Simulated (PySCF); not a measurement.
# CrH₄S₄−: ligand-field states, part 2 of 2

PySCF 2.14.0. Atoms count from 0.

### 6 Ligand-field states: state-averaged CASSCF (bond length × 1.08)

Job settings and geometry (Å):

```
{"job": {"kind": "lf", "basis": {"metal": "x2c-TZVPall", "ligand": "x2c-SVPall"}, "nevpt": true, "reuse": true}, "charge": -1, "metal": "Cr", "open_shell": "d3"}
Cr     0.000000     0.000000     0.000000
S      1.393608     1.393608     1.393608
H      0.604565     2.471326     1.537946
S     -1.393608    -1.393608     1.393608
H     -0.604565    -2.471326     1.537946
S     -1.393608     1.393608    -1.393608
H     -2.471326     0.604565    -1.537946
S      1.393608    -1.393608    -1.393608
H      2.471326    -0.604565    -1.537946
```

Method: state-averaged CASSCF of the metal d shell, SC-NEVPT2 on the averaged canonical orbitals, state-interaction spin-orbit coupling.

The log of the run:

```text
basis functions 140, electrons 93, active (3e, 5o)
start from the orbitals of the previous structure
stage 1: DIIS on the effective Fock matrix, level shift 0.30
cycle   1  E = -2645.4530553721  dE = -2.645e+03  max|g| = 1.757e+00
cycle   2  E = -2645.8764247168  dE = -4.234e-01  max|g| = 1.767e-01
cycle   3  E = -2645.2849981116  dE =  5.914e-01  max|g| = 1.093e+00
cycle   4  E = -2643.7800981353  dE =  1.505e+00  max|g| = 1.715e+00
cycle   5  E = -2641.3429885741  dE =  2.437e+00  max|g| = 2.590e+00
cycle   6  E = -2638.6454820482  dE =  2.698e+00  max|g| = 3.046e+00
cycle   7  E = -2636.7649732873  dE =  1.881e+00  max|g| = 3.270e+00
cycle   8  E = -2635.6487368617  dE =  1.116e+00  max|g| = 3.509e+00
cycle   9  E = -2635.1284011832  dE =  5.203e-01  max|g| = 3.604e+00
cycle  10  E = -2634.8568953710  dE =  2.715e-01  max|g| = 3.635e+00
cycle  11  E = -2634.7380455810  dE =  1.188e-01  max|g| = 3.635e+00
cycle  12  E = -2634.7914788559  dE = -5.343e-02  max|g| = 3.475e+00
cycle  13  E = -2638.3928636818  dE = -3.601e+00  max|g| = 3.371e+00
cycle  14  E = -2641.4348834444  dE = -3.042e+00  max|g| = 2.776e+00
cycle  15  E = -2645.5183876629  dE = -4.084e+00  max|g| = 4.377e-01
stage 2: quasi-Newton rotations from the point of smallest gradient
cycle  17  E = -2645.9015179639  dE = -2.509e-02  max|g| = 7.679e-02
cycle  18  E = -2645.9054903736  dE = -3.972e-03  max|g| = 4.861e-02
cycle  19  E = -2645.9071641014  dE = -1.674e-03  max|g| = 2.282e-03
cycle  20  E = -2645.9071880598  dE = -2.396e-05  max|g| = 7.297e-04
cycle  21  E = -2645.9071911514  dE = -3.092e-06  max|g| = 1.855e-04
cycle  22  E = -2645.9071912759  dE = -1.245e-07  max|g| = 6.254e-05
cycle  23  E = -2645.9071912952  dE = -1.932e-08  max|g| = 2.496e-05
cycle  24  E = -2645.9071912978  dE = -2.601e-09  max|g| = 9.044e-06
converged average energy = -2645.9071912978

 mult deg   label        CASSCF/cm-1   NEVPT2/cm-1
   4   2   4E                  0.0           0.0
   4   1   4A               1377.8        2189.9
   4   1   4B               3040.3        3934.0
   2   1   2A              12260.0        7586.4
   4   2   4E               6784.1        9377.3
   2   1   2B              14337.9       11528.2
   2   2   2E              15724.2       13452.1
   2   2   2E              16515.1       14840.0
   4   1   4B              11612.4       15665.6
   2   1   2A              16952.2       16245.8
   4   2   4E              18724.6       17232.4
   2   1   2B              17968.5       17415.1
   2   1   2A              18320.3       18080.9
   4   1   4A              19608.5       18172.2
   2   2   2E              20795.4       18696.9
   2   1   2A              21737.0       20195.8
   2   1   2A              22681.6       22051.0
   2   1   2B              23973.6       23074.4
   2   1   2B              24302.6       23626.9
   2   2   2E              23997.7       23994.8
   2   2   2E              25219.3       25803.9
   2   2   2E              27099.8       27186.2
   2   1   2B              27839.8       27203.7
   2   1   2A              26176.8       27382.3
   2   1   2B              28334.1       29126.4
   2   1   2A              28049.0       29463.6
   2   2   2E              28791.5       29549.6
   2   1   2A              28901.8       29619.8
   2   1   2B              37581.3       32889.4
   2   2   2E              38428.2       34538.9
   2   1   2B              38213.9       34747.0
   2   2   2E              38255.5       34892.8
   2   1   2A              38588.8       35337.0
   2   1   2B              56613.4       48630.2
   2   1   2B              58028.6       50241.1
   2   1   2A              58014.2       50311.5
   2   2   2E              58570.4       50965.4

spin-orbit levels / cm-1
      0.00  x2  4E 1.00
     87.68  x2  4E 0.99
    169.39  x2  4E 0.99
    263.96  x2  4E 1.00
   2343.69  x2  4A 0.99
   2345.00  x2  4A 1.00
   4083.89  x2  4B 1.00
   4101.17  x2  4B 0.99
   7737.06  x2  2A 0.99
   9444.21  x2  4E 1.00
   9489.87  x2  4E 1.00
   9542.63  x2  4E 0.99
   9616.10  x2  4E 1.00
  11675.38  x2  2B 1.00
  13544.54  x2  2E 0.99
  13675.34  x2  2E 0.99
  14928.51  x2  2E 0.99
  15043.48  x2  2E 0.98
  15811.65  x2  4B 0.98
  15834.81  x2  4B 0.98
  16396.62  x2  2A 0.99
  17248.87  x2  4E 0.99
  17292.08  x2  4E 0.95
  17365.01  x2  4E 0.95
  17483.30  x2  4E 0.98
  17605.18  x2  2B 0.96
  18169.30  x2  2A 0.81 4A 0.09 2E 0.08
  18266.47  x2  4A 0.90 2E 0.07 4E 0.03
  18341.06  x2  4A 0.85 2A 0.13
  18867.95  x2  2E 0.88 2A 0.06 4A 0.04
```

Wall time 6.8 s (1 thread of Arm Neoverse V2, shared host); peak memory 0.33 GiB.

In short:

```csv
quantity,value
spin-orbit constant ζ,232 cm⁻¹
```

Powder susceptibility:

```csv
T (K),χT (cm³ K/mol),μ(eff)
2,0.538,2.08
20,0.715,2.39
100,1.222,3.13
300,1.643,3.62
```

### 7 The runs side by side

From the NEVPT2 states (cm⁻¹; the spread is that of the fitted one-electron ligand-field levels):

```csv
step,setting,ground state,next state,orbital spread,Racah B,ζ,"μ(eff), 300 K"
2,as given,4E,4A at 3237,13777,722,218,3.69
3,bond length × 0.92,2A,4E at 2512,17063,688,192,1.79
4,bond length × 0.96,4E,2A at 1020,16211,709,206,3.72
5,bond length × 1.04,4E,4A at 2644,11832,736,226,3.66
6,bond length × 1.08,4E,4A at 2190,10285,751,232,3.62
```

### 8 Outcome

What follows sums up all 2 parts.

| quantity | value |
| --- | --- |
| spin-orbit constant ζ (step 2, state-averaged CASSCF) | 218 cm⁻¹ |
| ground multiplicity, μ(eff) at 300 K (step 2, 4 donors at 2.24 Å) | 4, 3.69 μB |
| ground multiplicity, μ(eff) at 300 K (step 3, 4 donors at 2.06 Å) | 2, 1.79 μB |
| ground multiplicity, μ(eff) at 300 K (step 4, 4 donors at 2.15 Å) | 4, 3.72 μB |
| ground multiplicity, μ(eff) at 300 K (step 5, 4 donors at 2.32 Å) | 4, 3.66 μB |
| ground multiplicity, μ(eff) at 300 K (step 6, 4 donors at 2.41 Å) | 4, 3.62 μB |

What this shows: In step 2, χT goes from 0.61 at 2 K to 1.70 cm³ K/mol at 300 K, as higher levels fill or mix in. In step 3 the ground spin is not settled: NEVPT2 puts multiplicity 2 lowest, 2512 cm⁻¹ below multiplicity 4, and CASSCF favours 4. In step 4 the ground spin is not settled: NEVPT2 puts multiplicity 4 lowest, 1020 cm⁻¹ below multiplicity 2, within the method's error. The spread of the ligand-field levels runs from 10285 cm⁻¹ (bond length × 1.08) to 17063 cm⁻¹ (bond length × 0.92); μ(eff) at 300 K: 1.79 to 3.72 μB; the ground multiplicity changes (4, 2). The bonding is strongly covalent, and an active space of the metal's shell alone is small for it, so these values are rough.
